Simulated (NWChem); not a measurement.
# One shape, several levels: BrF (bromine fluoride)

Aim: a comparison of 6 runs (HF/def2-SVP, SVWN5/6-31G**, B3LYP/cc-pVTZ, M06-2X/cc-pVTZ, PBE0/cc-pVTZ, SVWN5/cc-pVTZ) of BrF (bromine fluoride). 

Program for the calculation: NWChem 7.3.0.

5 further runs of the same task are left out: 3 that didn't finish, 2 set aside as unsound or not needed. Runs told in other sessions of the task aren't counted.

## Step 1: The system as given

The species is BrF (2 atoms), meant as a singlet with charge 0. SMILES: `FBr`. Geometry: relaxed at PBE0-D4/def2-TZVP.

Bond lengths: F1–Br2 1.754 Å.

## Step 2: Energy and gradient at HF/def2-SVP (run 1)

brf.nw

```
start brf
title "BrF hf"
memory 2200 mb

geometry noautosym nocenter noautoz
   F      0.000000     0.000000     0.023210
   Br     0.000000     0.000000     1.776730
end

basis "ao basis" spherical bse
   * library def2-SVP
end

scf
   thresh 1e-08
   maxiter 80
end

task scf gradient
```

Launch:

```console
$ nwchem brf.nw > brf.out
```

What it wrote:

```text
[...]
  functions       =    46
[...]
  wavefunction    = RHF
[...]
         Total SCF energy =  -2671.375042139032
      One-electron energy =  -3909.385190466220
      Two-electron energy =   1142.949451309244
 Nuclear repulsion energy =     95.060697017944
        Time for solution =      4.7s
[...]
                         RHF ENERGY GRADIENTS
    atom               coordinates                        gradient
                 x          y          z           x          y          z
   1 F       0.000000   0.000000   0.043861   -0.000000   0.000000  -0.006772
   2 Br      0.000000   0.000000   3.357533    0.000000  -0.000000   0.006772
[...]
```

Wall time 6.6 s (1 thread of Intel Xeon Platinum 8375C at 2.90GHz (Ice Lake), shared host); peak memory 0.1 GiB.

## Step 3: Energy and gradient at SVWN5/6-31G(d,p) (spherical functions) (run 2)

brf.nw

```
start brf
memory 2200 mb

geometry units angstrom noautosym nocenter noautoz
  F     0.000000    0.000000    0.023210
  Br    0.000000    0.000000    1.776730
end

basis spherical bse
  * library 6-31G**
end

dft
  xc slater vwn_5
  grid xfine
  convergence energy 1e-08
  maxiter 100
  mulliken
end

task dft gradient
```

Launch:

```console
$ nwchem brf.nw > brf.out
```

What it wrote:

```text
[...]
          Wavefunction type:  closed shell.
          No. of atoms     :     2
          No. of electrons :    44
[...]
          Charge           :     0
          Spin multiplicity:     1
[...]
          AO basis - number of functions:    46
[...]
              XC Information
              --------------
                        Slater Exchange Functional  1.000 local
                      VWN V Correlation Functional  1.000 local
[...]
 d= 0,ls=0.0,diis     1  -2669.3870999297 -2.76D+03  2.45D-02  5.40D-01     1.3
[...]
 d= 0,ls=0.0,diis    10  -2669.4299902454 -5.06D-10  1.02D-07  6.27D-11     5.8
         Total DFT energy =    -2669.429990245404
      One electron energy =    -3908.677370222128
           Coulomb energy =     1241.714901975845
    Exchange-Corr. energy =      -97.528219017065
 Nuclear repulsion energy =       95.060697017944
[...]
      Total Density - Mulliken Population Analysis
     ---------------------------------------------
    Atom       Charge   Shell Charges
 -----------   ------   -------------------------------------------------------
    1 F    9     9.28   2.00  0.93  3.24  1.05  2.05  0.01
    2 Br  35    34.72   2.00  2.00  6.00  2.00  5.98  1.69  3.61  0.28  1.09  6.94  2.92  0.21
[...]
  wavefunction    = closed shell
                         DFT ENERGY GRADIENTS
    atom               coordinates                        gradient
                 x          y          z           x          y          z
   1 F       0.000000   0.000000   0.043861   -0.000000   0.000000   0.010254
   2 Br      0.000000   0.000000   3.357533    0.000000  -0.000000  -0.010254
[...]
```

It took 8.4 s on 1 thread of Intel Xeon Platinum 8375C at 2.90GHz (Ice Lake), shared host; peak memory 0.11 GiB.

Runs 3 to 5 aren't shown in full; the table further down has their settings and results.

## Step 4: Energy and gradient at SVWN5/cc-pVTZ (run 6)

calc.nw

```
start calc
memory total 2200 mb

geometry units bohr noautosym nocenter noautoz
F    0.00000000   0.00000000   0.04386054
Br   0.00000000   0.00000000   3.35753310
end

basis spherical bse
* library cc-pVTZ
end

dft
xc slater vwn_5
grid xfine
convergence energy 1e-08
iterations 100
mulliken
noprint "final vectors analysis"
end

task dft gradient
```

Launch:

```console
$ nwchem calc.nw > calc.out
```

What it wrote:

```text
[...]
          Wavefunction type:  closed shell.
          No. of atoms     :     2
          No. of electrons :    44
[...]
          Charge           :     0
          Spin multiplicity:     1
[...]
          AO basis - number of functions:    73
[...]
              XC Information
              --------------
                        Slater Exchange Functional  1.000 local
                      VWN V Correlation Functional  1.000 local
[...]
 d= 0,ls=0.0,diis     1  -2669.7851667992 -2.76D+03  1.04D-02  1.58D+00    14.9
[...]
 d= 0,ls=0.0,diis    11  -2669.8447185400 -1.07D-09  7.25D-08  1.35D-10    85.6
         Total DFT energy =    -2669.844718539956
      One electron energy =    -3908.915247796296
           Coulomb energy =     1241.498642050556
    Exchange-Corr. energy =      -97.488802797939
 Nuclear repulsion energy =       95.060690003722
[...]
      Total Density - Mulliken Population Analysis
     ---------------------------------------------
    Atom       Charge   Shell Charges
 -----------   ------   -------------------------------------------------------
    1 F    9     9.24   1.92  0.29  1.06  0.68  1.57  2.27  1.44  0.00  0.01  0.00
    2 Br  35    34.76   2.00  2.01  1.87  0.51  1.14  0.45  6.00  5.80  1.26  2.56  1.04  9.63  0.39  0.08  0.02
[...]
  wavefunction    = closed shell
                         DFT ENERGY GRADIENTS
    atom               coordinates                        gradient
                 x          y          z           x          y          z
   1 F       0.000000   0.000000   0.043861    0.000000  -0.000000   0.001611
   2 Br      0.000000   0.000000   3.357533   -0.000000   0.000000  -0.001611
[...]
```

It took 2 min on 1 thread of Intel Xeon Platinum 8375C at 2.90GHz (Ice Lake), shared host; peak memory 0.14 GiB.

## Step 5: All runs side by side

| run | level | iteration cap | module | energy (Eh) | dipole moment (D) | HOMO energy (eV) | LUMO energy (eV) | wall time |
| --- | --- | --- | --- | --- | --- | --- | --- | --- |
| 1 | HF/def2-SVP | 80 | scf | -2671.375042 | 1.99 | -12.28 | 1.25 | 6.6 s |
| 2 | SVWN5/6-31G** (spherical functions) | 100 | dft | -2669.429990 | 1.22 | -7.14 | -4.40 | 8.4 s |
| 3 | B3LYP/cc-pVTZ | 100 | dft | -2674.047552 | 1.38 | -8.53 | -3.56 | 1.7 min |
| 4 | M06-2X/cc-pVTZ | 100 | dft | -2674.020410 | 1.49 | -10.22 | -2.06 | 1.8 min |
| 5 | PBE0/cc-pVTZ | 100 | dft | -2673.623666 | 1.35 | -8.81 | -3.27 | 1.9 min |
| 6 | SVWN5/cc-pVTZ | 100 | dft | -2669.844719 | 1.28 | – | – | 2 min |

## Step 6: Results

```
                       quantity           value
            run 6: total energy  -2669.84472 Eh
           run 6: dipole moment          1.28 D
run 6: largest force on an atom      0.083 eV/Å
```

What this shows: The dipole moment (its size) runs from 1.22 D (SVWN5/6-31G**) to 1.99 D (HF/def2-SVP). The two ends differ in method and basis. Over runs 1, 2, 3, 4, 5 the HOMO–LUMO gap runs from 2.75 eV (SVWN5/6-31G**) to 13.53 eV (HF/def2-SVP). Totals of different functionals can't be ranked against each other. All runs together took 7.6 min, the longest 2 min.
